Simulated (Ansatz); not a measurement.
# CH2BF (SMILES B[C]F): RPA@PBE/STO-3G

What is the electronic atomisation energy of CH2BF at RPA@PBE/STO-3G? 

The results are computed with Ansatz 0.2.0.

70 further runs of the same task are left out: 5 that didn't finish, 65 set aside as unsound or not needed.

## Step 1: The system as given

CH2BF has 5 atoms, charge 0, and is taken as a triplet. SMILES: `B[C]F`. Geometry: relaxed at GFN2-xTB.

Bond lengths: B1–C2 1.475 Å, C2–F3 1.312 Å, B1–H4 1.167 Å, B1–H5 1.176 Å. Angles: B1–C2–F3 134.8°, C2–B1–H4 120.2°, C2–B1–H5 118.7°, H4–B1–H5 121.1°.

## Step 2: A single-point energy at RPA@PBE/STO-3G

The input, molecule.yaml:

```yaml
crystal:
  periodic: [false, false, false]
  atoms:
    - {symbol: B, position_ang: [-0.505570, -0.250120, -0.120900]}
    - {symbol: C, position_ang: [0.899880, 0.179790, -0.245440]}
    - {symbol: F, position_ang: [1.716060, 0.896670, 0.490070]}
    - {symbol: H, position_ang: [-0.994750, -0.904870, -0.953460]}
    - {symbol: H, position_ang: [-1.115610, 0.078530, 0.829720]}
basis:
  gaussian:
    orbitals: STO-3G
correlation:
  method: rpa
  frozen_orbitals: {B: 1, C: 1, F: 1, H: 0}
hamiltonian:
  xc: pbe
accuracy: high
total_charge: 0
magnetization:
  spin_polarized: true
  initial_magnetization: 2
```

The run is started by

```
$ ansatz run molecule.yaml --threads 1 --pin off --max-ram 2610MiB --events-out events.jsonl --progress --plain --runs-dir runs
```

The log of the run:

```text
Warning: RAYON_NUM_THREADS=1 ignored (pool sized by the plan → 1); use --threads N
Functional definition: PBE
  name "PBE"
  parameter kappa = 0.804
  parameter beta = 0.06672455060314922
  exchange = pbe_x(kappa = kappa, mu = beta*pi^2/3)
  correlation = pbe_c(beta = beta)
293 factors; integrals over basis functions are off by at most 2.8e-8 eV
mean field evaluation 1: about -4388.7237 eV, gradient 2.7e1 eV
mean field evaluation 2: about -4388.6391 eV, gradient 2.7e1 eV
mean field evaluation 4: about -4393.0096 eV, gradient 4.1e0 eV
mean field evaluation 8: about -4393.1160 eV, gradient 6.3e-2 eV
mean field evaluation 16: about -4393.1160 eV, gradient 1.9e-6 eV
mean field -4393.11603127 eV, -161.4440363882 hartree, gradient 2.0e-8 eV, S^2 2.001990; 0 other end points of the search recorded, 0 dependent functions left out
3 core orbitals not correlated: weight in the atoms' cores, before any rotation towards them, 1.000 or more for the frozen orbitals, at most 0.000 for the correlated occupied ones
reference -4376.60101763 eV, -160.8371208313 hartree; 9, 7 occupied and 5, 7 virtual orbitals, 293 factors
Total energy: -4382.64734663 eV, -161.0593193234 hartree
```

Wall time 1.2 s (1 thread of AMD EPYC 7R43 (Zen 3), shared host); peak memory 0.14 GiB.

## Step 3: The B atom

The input, input.yaml:

```yaml
basis:
  gaussian: {orbitals: STO-3G}
crystal:
  periodic: [false, false, false]
  atoms:
    - {symbol: B, position_ang: [0.000000, 0.000000, 0.000000]}
magnetization: {spin_polarized: true, initial_magnetization: 1}
hamiltonian: {xc: {name: PBE}}
correlation: {method: rpa, frozen_orbitals: {B: 1}}
accuracy: high
```

The run is started by

```
$ ansatz run input.yaml --threads 1 --pin off --max-ram 2610MiB --events-out events.jsonl --progress --plain --runs-dir runs
```

The log of the run:

```text
Warning: RAYON_NUM_THREADS=1 ignored (pool sized by the plan → 1); use --threads N
[... 6 set-up lines as earlier in the session ...]
15 factors; integrals over basis functions are off by at most 8.9e-10 eV
mean field evaluation 1: about -659.1828 eV, gradient 1.2e-6 eV
mean field evaluation 2: about -659.1827 eV, gradient 3.8e-6 eV
mean field evaluation 4: about -659.1827 eV, gradient 8.0e-7 eV
mean field evaluation 8: about -659.1825 eV, gradient 0.0e0 eV
mean field evaluation 16: about -659.1379 eV, gradient 5.5e0 eV
mean field -659.18268237 eV, -24.2245167672 hartree, gradient 0.0e0 eV, S^2 0.750000; 4 other end points of the search recorded, 0 dependent functions left out
1 core orbitals not correlated: weight in the atoms' cores, before any rotation towards them, 1.000 or more for the frozen orbitals, at most 0.000 for the correlated occupied ones
reference -657.12745801 eV, -24.1489886649 hartree; 2, 1 occupied and 2, 3 virtual orbitals, 15 factors
Total energy: -659.23481628 eV, -24.2264326529 hartree
```

Run time: 0.3 s. Hardware: 1 thread of AMD EPYC 7R43 (Zen 3), shared host.

## Step 4: The C atom, same level

The input, molecule.yaml:

```yaml
crystal:
  periodic: [false, false, false]
  atoms:
    - {symbol: C, position_ang: [0.000000, 0.000000, 0.000000]}
basis:
  gaussian:
    orbitals: STO-3G
magnetization:
  spin_polarized: true
  initial_magnetization: 2
hamiltonian:
  xc: pbe
correlation:
  method: rpa
  frozen_orbitals: {C: 1}
accuracy: high
```

The run is started by

```
$ ansatz run molecule.yaml --threads 1 --pin off --max-ram 2610MiB --events-out events.jsonl --progress --plain --runs-dir runs
```

The log of the run:

```text
Warning: RAYON_NUM_THREADS=1 ignored (pool sized by the plan → 1); use --threads N
[... 6 set-up lines as earlier in the session ...]
15 factors; integrals over basis functions are off by at most 9.8e-10 eV
mean field evaluation 1: about -1014.6260 eV, gradient 1.7e-12 eV
mean field evaluation 2: about -1014.6263 eV, gradient 7.8e-12 eV
mean field evaluation 4: about -1014.6261 eV, gradient 0.0e0 eV
mean field evaluation 8: about -1014.6262 eV, gradient 9.5e-2 eV
mean field evaluation 16: about -1014.6261 eV, gradient 1.1e-11 eV
mean field -1014.62632258 eV, -37.2868296163 hartree, gradient 0.0e0 eV, S^2 2.000000; 7 other end points of the search recorded, 0 dependent functions left out
1 core orbitals not correlated: weight in the atoms' cores, before any rotation towards them, 1.000 or more for the frozen orbitals, at most 0.000 for the correlated occupied ones
reference -1012.21982732 eV, -37.1983925466 hartree; 3, 1 occupied and 1, 3 virtual orbitals, 15 factors
Total energy: -1013.94380845 eV, -37.2617476848 hartree
```

Wall time 0.36 s (1 thread of AMD EPYC 7R43 (Zen 3), shared host).

## Step 5: The F atom at the same level

The input, input.yaml:

```yaml
crystal:
  periodic: [false, false, false]
  atoms:
    - {symbol: F, position_ang: [0.000000, 0.000000, 0.000000]}
basis:
  gaussian: {orbitals: STO-3G}
magnetization: {spin_polarized: true, initial_magnetization: 1}
hamiltonian: {xc: {name: PBE}}
correlation: {method: rpa, frozen_orbitals: {F: 1}}
accuracy: high
```

Run the same way, it converges to -98.01752 Eh (log not shown).

## Step 6: The H atom at the same level

The input, molecule.yaml:

```yaml
crystal:
  periodic: [false, false, false]
  atoms:
    - symbol: H
      position_ang: [0.000000, 0.000000, 0.000000]
basis:
  gaussian:
    orbitals: STO-3G
magnetization:
  spin_polarized: true
  initial_magnetization: 1
hamiltonian:
  xc: pbe
correlation:
  method: rpa
  frozen_orbitals: {H: 0}
accuracy: high
```

Run the same way, it converges to -0.46658 Eh (log not shown).

## Step 7: What came out

At RPA@PBE/STO-3G, 3 core orbitals frozen:

```
                                   quantity          value
                     molecule: total energy  -161.05932 Eh
 molecule: RPA correlation energy (valence)     -222.2 mEh
molecule: ⟨S²⟩ of the reference determinant          2.002
                       B atom: total energy   -24.22643 Eh
   B atom: RPA correlation energy (valence)      -77.4 mEh
  B atom: ⟨S²⟩ of the reference determinant          0.750
                       C atom: total energy   -37.26175 Eh
   C atom: RPA correlation energy (valence)      -63.4 mEh
  C atom: ⟨S²⟩ of the reference determinant          2.000
                       F atom: total energy   -98.01752 Eh
   F atom: RPA correlation energy (valence)      -31.0 mEh
  F atom: ⟨S²⟩ of the reference determinant          0.750
                       H atom: total energy    -0.46658 Eh
             H atom: RPA correlation energy        0.0 mEh
  H atom: ⟨S²⟩ of the reference determinant          0.750
              electronic atomisation energy      16.883 eV
```

**Reading.** Taking the molecule apart into free atoms costs 16.88 eV (389 kcal/mol), before zero-point energy and without spin-orbit coupling. In a minimal basis such a difference can be off by several eV, whatever the method.
